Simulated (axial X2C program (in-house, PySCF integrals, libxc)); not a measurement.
**ClSnCl⁺: bond lengths and stretches, held linear**

The task here is to estimate one member of a computed series from the others.

The runs use an in-house X2C program for linear molecules on PySCF integrals; all-electron X2C, two-component (2c) or spin-free, Cl dyall-av3z, Sn dyall-v3z.

All values are calculated.

2 further runs of the same task are left out: 2 set aside as unsound or not needed.

Set-up of the first run:

task.json reads:

```json
{
 "zs": [
  17,
  50,
  17
 ],
 "q": 1,
 "bas": [
  "dyall-av3z",
  "dyall-v3z",
  "dyall-av3z"
 ],
 "r0": [
  2.39,
  2.39
 ],
 "symm": 1,
 "scan": [
  "PBE0",
  "HF",
  "PBE"
 ],
 "levels": [
  "PBE0",
  "HF",
  "B3LYP"
 ],
 "nst": 2
}
```

Keys: zs atomic numbers; q charge; bas basis sets; r0 starting distance in Å; symm equal bonds; scan levels of the two-bond scan; levels methods; nst determinants followed.

Launch:

```bash
> python solin.py task.json out
```

Masses Cl 34.969, Sn 119.902, Cl 34.969 u.

Steps of the session up to this table: Scan at PBE0, 2c; Scan at PBE, 2c; Scan at PBE0, spin-free.

One of the session's tables, all rows but one given; the rest of the session is left out.

| level | r(Cl–Sn) (Å) | r(Sn–Cl) (Å) | lower stretch (cm⁻¹) | upper stretch (cm⁻¹) |
| --- | --- | --- | --- | --- |
| PBE0, 2c | ? | ? | ? | ? |
| PBE, 2c | 2.371 | 2.371 | 301.7 | 327.0 |
| PBE0, spin-free | 2.345 | 2.345 | 317.1 | 330.8 |
| PBE, spin-free | 2.370 | 2.370 | 302.1 | 327.8 |

Estimate the missing values for PBE0, 2c.

**Answer.** r(Cl–Sn) (Å): 2.346; r(Sn–Cl) (Å): 2.346; lower stretch (cm⁻¹): 316.7; upper stretch (cm⁻¹): 329.9. In the column «r(Cl–Sn) (Å)» it lies between PBE0, spin-free (2.345) and PBE, spin-free (2.370).

Scans not shown above were run alike.

The molecule was held linear; bending was not examined, so a bent shape may lie lower.
